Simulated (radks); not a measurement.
# Ionisation of Cs¹⁵⁺: one atom, several choices of functional

An exercise on one series of results from a longer session: the logs are not shown, and one member is left open.

Program: radks (a radial shooting solver on a logarithmic mesh, Libxc functionals) version 1. Level of theory: scalar-relativistic Kohn-Sham, spin-polarised, spherical densities, finite nucleus; open shells are filled with parallel spins first. These are calculated values, not measurements, unless marked.

10 further runs of the same task are left out: 10 set aside as unsound or not needed.

## Starting point

| Property | Result |
| --- | --- |
| element | caesium (Z = 55) |
| charge | +15 |
| electrons | 40 |
| configuration | [Kr] 4d4 |
| ion | Cs¹⁶⁺, [Kr] 4d3 |
| choices | MS2 meta-GGA; r2SCAN; TASK exchange with Perdew-Wang LDA correlation; SCAN |

Outer shells as boxes (Hund's rule):

Cs¹⁵⁺
```
[Kr] core
4d [↑ ][↑ ][↑ ][↑ ][  ]
```

Cs¹⁶⁺
```
[Kr] core
4d [↑ ][↑ ][↑ ][  ][  ]
```

The first run:

The run's settings:

```text
Z 55
configuration [Kr] 4d4
relativity scalar-relativistic
functional ms2,regtpss
spin polarised
nucleus finite rms 4.8041 fm
c 137.035999084
```

Among the steps run: MS2 meta-GGA: Cs¹⁵⁺.

One of the session's tables, all rows but one given; the rest of the session is left out.

It belongs to the step «MS2 meta-GGA: Cs¹⁵⁺». Radial moments (bohr):

```
  level     <r>  outermost maximum (interpolated)  90 % within  nodes
  3d up  0.2716                             0.220        0.425      0
3d down  0.2715                             0.220        0.424      0
  4s up  0.6630                             0.629        0.942      3
4s down  0.6633                             0.628        0.944      3
  4p up       ?                                 ?            ?      ?
4p down  0.6922                             0.651        0.994      2
  4d up  0.7313                             0.676         1.07      1
4d down  0.7329                             0.674         1.08      1
```

**Question.** Estimate the row for 4p up.

The run gave: <r>: 0.6914; outermost maximum (interpolated): 0.652; 90 % within: 0.992; nodes: 2. In the column «<r>» it lies between 4s down (0.6633) and 4p down (0.6922).

To keep in mind: Open shells are spherical and high-spin; term and fine-structure splittings are not resolved.
